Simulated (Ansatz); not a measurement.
# C₃H₈ClFOSi: one species, many methods

One table from this session's results is given with a row withheld; the runs are named, their logs left out.

Computed with Ansatz 0.2.0, Gaussian basis. Level: functionals in def2-TZVPP, the program's frozen cores in correlated methods.

The runs, in order: PBE-D4, r2SCAN-D4, PBE0-D4, B3LYP-D4, ωB97X-V, ωB97M-V, B2PLYP; CCSD(T)/def2-TZVPP; MP2/def2-QZVPP; extrapolation to the limit.

## The relaxed structure

The geometry comes from an earlier relaxation with PBE0-D4 in a triple-zeta def2 set; it is a stationary point, not always the lowest conformer.

SMILES `CCO[Si](C)(F)Cl`, 15 atoms, charge 0, spin multiplicity 1.

Atoms are counted from 1 here; the program's logs count them from 0.

Bond lengths: C1–C2 1.508 Å, C1–H8 1.092 Å, C1–H9 1.092 Å, C1–H10 1.093 Å, C2–O3 1.423 Å, C2–H11 1.096 Å, C2–H12 1.094 Å, O3–Si4 1.614 Å, Si4–C5 1.835 Å, Si4–F6 1.593 Å, Si4–Cl7 2.053 Å, C5–H13 1.091 Å, C5–H14 1.092 Å, C5–H15 1.091 Å. Angles: C2–C1–H8 110.7°, C2–C1–H9 110.5°, C2–C1–H10 110.2°, H8–C1–H9 108.5°, H8–C1–H10 108.4°, H9–C1–H10 108.5°, C1–C2–O3 110.2°, C1–C2–H11 110.5°, C1–C2–H12 110.9°, O3–C2–H11 110.5°, O3–C2–H12 107.2°, H11–C2–H12 107.5°, C2–O3–Si4 127.1°, O3–Si4–C5 109.9°, O3–Si4–F6 110.1°, O3–Si4–Cl7 109.9°, C5–Si4–F6 110.3°, C5–Si4–Cl7 111.8° and more.

Set-up of the first run:

The input, in.yaml:

```yaml
crystal:
  periodic: [false, false, false]
  atoms:
    - {symbol: C, position_ang: [1.300342, 1.102066, -1.713670]}
    - {symbol: C, position_ang: [-0.059781, 0.480658, -1.519810]}
    - {symbol: O, position_ang: [-0.379194, 0.421358, -0.134162]}
    - {symbol: Si, position_ang: [-0.627740, -0.904723, 0.751117]}
    - {symbol: C, position_ang: [-0.771183, -0.454343, 2.523846]}
    - {symbol: F, position_ang: [-1.948372, -1.648609, 0.261816]}
    - {symbol: Cl, position_ang: [0.884741, -2.254867, 0.426716]}
    - {symbol: H, position_ang: [2.074616, 0.487413, -1.250316]}
    - {symbol: H, position_ang: [1.333505, 2.097235, -1.266006]}
    - {symbol: H, position_ang: [1.524430, 1.194162, -2.779257]}
    - {symbol: H, position_ang: [-0.089721, -0.520996, -1.962875]}
    - {symbol: H, position_ang: [-0.835518, 1.078794, -2.005823]}
    - {symbol: H, position_ang: [0.152562, 0.008921, 2.874438]}
    - {symbol: H, position_ang: [-1.590768, 0.253895, 2.664758]}
    - {symbol: H, position_ang: [-0.967908, -1.340964, 3.129230]}
basis:
  gaussian: {orbitals: def2-TZVPP}
hamiltonian: {xc: pbe, dispersion: d4}
output: {forces: true, orbitals: {seedname: orbitals}}
```

Launch:

```sh
ansatz run in.yaml --threads 2 --pin off --events-out ev --progress --plain --max-ram 31744MiB --backend cuda --devices 0, --max-vram 18GiB
```

Steps of the session up to this table: PBE-D4 (GGA); r2SCAN-D4 (meta-GGA); PBE0-D4 (hybrid); B3LYP-D4 (hybrid); ωB97X-V (range-separated); ωB97M-V (range-separated); B2PLYP (double hybrid); CCSD(T) in def2-TZVPP; MP2 in def2-QZVPP.

One of the session's tables, all rows but one given; the rest of the session is left out.

```
            method  atomisation energy (kJ/mol)
            PBE-D4                            ?
         r2SCAN-D4                       6014.9
           PBE0-D4                       5995.8
          B3LYP-D4                       5975.7
           ωB97X-V                       6008.5
           ωB97M-V                       6015.8
            B2PLYP                       5927.3
     HF/def2-TZVPP                       4500.3
    MP2/def2-TZVPP                       5970.6
   CCSD/def2-TZVPP                       5775.2
CCSD(T)/def2-TZVPP                       5854.2
           MP2/CBS                       6122.1
       CCSD(T)/CBS                       6005.7
```

Estimate the missing values for PBE-D4.

As computed: atomisation energy (kJ/mol): 6081.3. In the column «atomisation energy (kJ/mol)» it lies between ωB97M-V (6015.8) and MP2/CBS (6122.1).
